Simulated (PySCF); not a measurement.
# C3H5FSe: the cost of one run

Programs: PySCF 2.14.0, with routines of our own; each step states its level. All values are computed. Atoms count from 0.

### Step 1. The starting structure

10 atoms, charge 0, multiplicity 1; geometry from: GFN2-xTB.

### Step 2. Geometry optimisation at PBE0-D3(BJ)/def2-SVP

Job settings and geometry (Å):

```
{"job": {"xc": "PBE0", "basis": "def2-SVP", "d3": "d3bj", "grid": 1, "maxiter": 30, "shake": 0.01, "kind": "geom"}, "charge": 0, "multiplicity": 1}
C     -1.342440     0.632290    -0.446880
C     -0.338290     0.479620     0.354090
F      0.302450     1.561970     0.839910
C      0.301550    -0.786810     0.806870
Se     2.002760    -1.120690    -0.127180
H     -1.705330     1.647540    -0.719620
H     -1.880490    -0.185430    -0.857730
H      0.499680    -0.761110     1.874580
H     -0.366030    -1.634490     0.584410
H      2.576570     0.146190     0.299260
```

Launch:

```sh
$ OMP_NUM_THREADS=1 python heavy_run.py task.json out
```

One launch serves the whole session: the jobs run in the order shown.

**Question.** How long does this first job take on 1 thread of Arm Neoverse V2, shared host, and how much memory does it need?

About 29 s, with a peak of 0.47 GiB.
